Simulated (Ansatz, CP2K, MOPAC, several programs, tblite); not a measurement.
In4Bi3P (ordering on zincblende) from semi-empirical methods to plane-wave DFT

In4Bi3P as one 8-atom ordering (I-42m) on the zincblende lattice, relaxed with r2SCAN in Ansatz, was computed with several methods. It is tetragonal, I-42m (No. 121); a = 6.540 Å, c = 13.039 Å in the conventional setting, 34.85 Å³ an atom. Around P lie 4 In at 2.60 Å; around In lie 1 P at 2.60 Å and 3 Bi at 2.90–2.94 Å; around Bi lie 4 In at 2.90 Å; around Bi lie 4 In at 2.94 Å. The calculation is spin-unpolarised, and the structure need not be a phase that has been made.

```yaml
crystal:
  lattice:
    - [-3.26990, 3.26990, 6.51927]
    - [3.26990, -3.26990, 6.51927]
    - [3.26990, 3.26990, -6.51927]
  atoms:
    - { symbol: P, position: [0.00000, 0.00000, 0.00000] }
    - { symbol: In, position: [0.65548, 0.65548, 0.54476] }
    - { symbol: Bi, position: [0.25000, 0.75000, 0.50000] }
    - { symbol: In, position: [0.88928, 0.34452, 0.00000] }
    - { symbol: Bi, position: [0.50000, 0.50000, 0.00000] }
    - { symbol: In, position: [0.11072, 0.11072, 0.45524] }
    - { symbol: Bi, position: [0.75000, 0.25000, 0.50000] }
    - { symbol: In, position: [0.34452, 0.88928, 0.00000] }
```

Gaps and times are for a single point on this cell; volume and bulk modulus come from each method's own relaxation or energy curve at fixed shape, which is too stiff where a cell has free coordinates or axes. Times are rough, from shared hosts (Arm Neoverse V1), and each method has its own mesh and cell size. A double dagger marks a value from a curve with shape and coordinates held. PM7 (MOPAC), GFN2-xTB (tblite) treat a cluster of cells at its zone centre, which samples few k points: where these miss a band edge, the gap comes out too large for that reason alone. Gaps from k meshes are read at a limited set of points (mesh, symmetry points, PBE's band edges), so each method's own least gap may be somewhat smaller. xTB and the PM methods were fitted mostly to molecules, and can miss a solid's gap by electronvolts. Minimal bases can be far off for gaps. d marks a direct gap, i an indirect one (no mark: not told apart), a dash a value that wasn't computed or didn't pass its checks.

```
                          method              kind  gap (eV)  own volume (Å³/atom)  bulk modulus (GPa)  atoms computed  processor time
               GFN2-xTB (tblite)     tight binding      0.06                     –                   –              64           4.7 s
light PBE (260 eV, its own mesh)  light plane-wave      0.01                     –                   –               8           7.9 s
                  PBE/SZV (CP2K)       small basis    0.04 d                37.39‡                 36‡               8            39 s
                             PBE         semilocal      0.01                 36.22                 35‡               8            67 s
                     PM7 (MOPAC)    semi-empirical      3.66                     –                   –              64            79 s
                 PBE/DZVP (CP2K)       small basis      0.01                36.38‡                 36‡               8            97 s
                          r2SCAN         semilocal      0.02                 34.85                 42‡               8         2.3 min
```

Volumes against r2SCAN's: PBE +3.9 %.

Runs without a result: GFN1-xTB (tblite) (single point).

With PBE and r2SCAN the bands overlap or touch, or nearly. Semilocal functionals can close a real gap, so this doesn't show a metal; small gaps of other methods may in turn close between the points read or with spin-orbit coupling, and the solid may be a semimetal.

Spin-orbit coupling is left out; in compounds of Pb, Bi, Tl or Hg it can lower a gap by up to about 1 eV, split its edges or invert the bands.
